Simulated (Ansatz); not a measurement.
Crystal: LuBe.

```
Lu Be
1.0
     3.32037    0.00000    0.00000
     0.00000    3.32037    0.00000
     0.00000    0.00000    3.32037
Lu Be
1 1
Direct
  0.00000 0.00000 0.00000
  0.50000 0.50000 0.50000
```

The cell was built by a generator and needn't be a form met in nature.

- Program: Ansatz 0.2.0
- Task: relaxation of cell and atoms
- Functional: LDA
- Potentials or basis: Ansatz PAW
- Cutoff: 420 eV (not typed: the program's choice for these potentials)
- k mesh: 8 × 8 × 8
- Occupations: fermi-dirac, width 0.05 eV
- Spin: no spin polarisation

At the start: volume 18.30 Å³/atom.

Question: How do energy, volume and symmetry change on relaxing?

Answer: It ends after 5 steps and the volume is 16.90 Å³/atom (-7.7 %); space group Pm-3m (No. 221, to 0.05 Å).

Step by step:
| step | energy change (eV) | largest force (eV/Å) | volume (Å³) |
| --- | --- | --- | --- |
| 1 | 0.0000 | 0.0000 | 36.61 |
| 2 | -0.0115 | 0.0000 | 31.51 |
| 3 | -0.0501 | 0.0000 | 33.97 |
| 4 | -0.0503 | 0.0000 | 33.80 |
| 5 | -0.0498 | 0.0000 | 33.80 |

Final structure:
```
CELL_PARAMETERS angstrom
3.23325 0.00000 0.00000
0.00000 3.23325 0.00000
0.00000 0.00000 3.23325
ATOMIC_POSITIONS crystal
Lu 0.00000 0.00000 0.00000
Be 0.50000 0.50000 0.50000
```

Caveat: the plane-wave basis is chosen anew once the cell has moved, so the energies of steps on either side of that aren't comparable; the PAW data sets come from PBE, with cores solved anew for the run's functional, which leaves a small shift of forces and pressure.
